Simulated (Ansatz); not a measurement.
# Na4Er: the cost of one run

Program: Ansatz 0.2.0. Level of theory: DFT PBE, scalar-relativistic, plane waves, PAW; 4f electrons in the core of a trivalent norm-conserving potential. These are calculated values, not measurements.

1 further run of the same task is left out (it didn't finish).

## (1) The structure to begin with

Symmetry: F-43m, No. 216, cubic system. Conventional cell: a = 7.983 Å, b = 7.983 Å, c = 7.983 Å, α = 90.00°, β = 90.00°, γ = 90.00°. Na (site symmetry 3m) is surrounded by 6 Na at 2.66 to 2.98 Å and 3 Er at 3.33 Å. Er (site symmetry -43m) has 12 Na at 3.33 Å in its first shell of neighbours.

Coordinates:

```cif
data_structure
_symmetry_space_group_name_H-M 'P 1'
_symmetry_Int_Tables_number 1
_cell_length_a 5.6448
_cell_length_b 5.6448
_cell_length_c 5.6448
_cell_angle_alpha 60.000
_cell_angle_beta 60.000
_cell_angle_gamma 60.000
_cell_volume 127.19
loop_
_atom_site_label
_atom_site_type_symbol
_atom_site_fract_x
_atom_site_fract_y
_atom_site_fract_z
_atom_site_occupancy
Na1 Na 0.11801 0.11801 0.11801 1
Na2 Na 0.11801 0.11801 0.64598 1
Na3 Na 0.11801 0.64598 0.11801 1
Na4 Na 0.64598 0.11801 0.11801 1
Er1 Er 0.50000 0.50000 0.50000 1
```

The cell is invented: random cell by space group and Wyckoff sites (F-43m, No. 216). Its size is a rough estimate.

## (2) The guess as it stands, on a coarse mesh

input.yaml

```yaml
crystal:
  lattice:
    - [0.0, 3.99150784, 3.99150784]
    - [3.99150784, 0.0, 3.99150784]
    - [3.99150784, 3.99150784, 0.0]
  atoms:
    - { symbol: Na, position: [0.11800507, 0.11800507, 0.11800507] }
    - { symbol: Na, position: [0.11800507, 0.11800507, 0.64598478] }
    - { symbol: Na, position: [0.11800507, 0.64598478, 0.11800507] }
    - { symbol: Na, position: [0.64598478, 0.11800507, 0.11800507] }
    - { symbol: Er, position: [0.5, 0.5, 0.5] }
basis:
  ecutwfc: 770
kpoints:
  mp_grid: { grid: [4, 4, 4] }
hamiltonian:
  xc: pbe
  pseudopotentials:
    kind: paw
    azcp: { Er: "pseudopotentials/pbe/nc/lanthanide_3plus/Er.nc.azcp" }
scf:
  occupations: { method: gaussian, width: 0.1 }
  lower_state_search: "off"
output:
  forces: true
  stress: true
  eigenvalues: true
```

Launch:

```
> ansatz run input.yaml --threads 1 --pin off --max-ram 2560MiB --backend cpu --events-out ev --progress --plain --runs-dir out
```

Q: Estimate wall time and peak memory on 1 thread of Intel Xeon at 2.50GHz (Skylake/Cascade Lake), shared host.

About 8.7 s, with a peak of 0.43 GiB.
